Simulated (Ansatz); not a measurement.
# Mg: response to strain

Aim: deform Mg (equal xx and yy strain of -2 %) and compute stress, forces and field gradients with LAPW, PAW and all-electron datasets made for the crystal.

Program: Ansatz 0.2.0. Level of theory: DFT PBEsol, scalar-relativistic. These are calculated values, not measurements.

### 1 The starting structure

The structure is hexagonal, space group P6_3/mmc (No. 194). Conventional cell: a = 3.209 Å, b = 3.209 Å, c = 5.210 Å, α = 90.00°, β = 90.00°, γ = 120.00°. Mg (site symmetry -6m2) has 12 Mg at 3.20 to 3.21 Å as nearest neighbours.

As a file:

```
CELL_PARAMETERS angstrom
3.20927 0.00000 0.00000
-1.60464 2.77931 0.00000
0.00000 0.00000 5.21033
ATOMIC_POSITIONS crystal
Mg 0.33333 0.66667 0.25000
Mg 0.66667 0.33333 0.75000
```

Atoms are numbered in the order of the input: Mg1, Mg2.

### 2 After the deformation

Space group P6_3/mmc before, P6_3/mmc after.

### 3 All-electron LAPW

Input file input.yaml:

```yaml
crystal:
  lattice:
    - [3.1450861018, 0.0, 0.0]
    - [-1.5725430509, 2.7237244613, 0.0]
    - [0.0, 0.0, 5.21033]
  atoms:
    - { symbol: Mg, position: [0.3333333333, 0.6666666667, 0.25] }
    - { symbol: Mg, position: [0.6666666667, 0.3333333333, 0.75] }
kpoints:
  mp_grid: { grid: [12, 12, 7] }
  band_path:
    path:
      - [0.0, 0.0, 0.0]
      - [0.5, 0.0, 0.0]
      - [0.3333333333, 0.3333333333, 0.0]
      - [0.0, 0.0, 0.0]
      - [0.0, 0.0, 0.5]
      - [0.5, 0.0, 0.5]
      - [0.3333333333, 0.3333333333, 0.5]
      - [0.0, 0.0, 0.5]
      - [0.5, 0.0, 0.5]
    npoints: 5
scf:
  occupations: { method: fermi_dirac, width: 0.08 }
hamiltonian:
  xc: pbesol
  pseudopotentials: { kind: all_electron, lapw: { basis_error: 0.0005 } }
output:
  forces: true
  stress: true
  eigenvalues: true
```

On the command line:

```sh
ansatz run input.yaml --threads 1 --pin off --max-ram 3072MiB --backend cpu --events-out ev --progress --plain --runs-dir out
```

### 4 PAW with frozen cores

Input file input.yaml:

```yaml
crystal:
  lattice:
    - [3.1450861018, 0.0, 0.0]
    - [-1.5725430509, 2.7237244613, 0.0]
    - [0.0, 0.0, 5.21033]
  atoms:
    - { symbol: Mg, position: [0.3333333333, 0.6666666667, 0.25] }
    - { symbol: Mg, position: [0.6666666667, 0.3333333333, 0.75] }
kpoints:
  mp_grid: { grid: [12, 12, 7] }
scf:
  occupations: { method: fermi_dirac, width: 0.08 }
hamiltonian:
  xc: pbesol
  pseudopotentials: { kind: paw }
output:
  forces: true
  stress: true
  eigenvalues: true
  efg: { contact_densities: true }
```

### 5 All-electron PAW on datasets made for the crystal

Changes to input.yaml since step 4:

```diff
@@ -14,3 +14,3 @@
   xc: pbesol
-  pseudopotentials: { kind: paw }
+  pseudopotentials: { kind: all_electron, datasets: crystal }
 output:
```

(Steps that only read results are left out.)

What does the calculation give? Wanted: pressure; largest shear or deviatoric stress.

**Answer**, as computed:

| quantity | value |
| --- | --- |
| pressure | LAPW 0.33, PAW 0.35, crystal datasets 0.33 GPa |
| largest shear or deviatoric stress (LAPW) | 1.43 GPa |

The largest part of the stress beyond the pressure is 1.43 GPa in size, in the zz component; the atoms are carried along and not relaxed. No run of the undeformed cell stands beside it, so the pressure holds what the given cell had before the change. PAW: stress within 0.02 GPa of LAPW. Crystal datasets: stress within 0.01 GPa of LAPW.
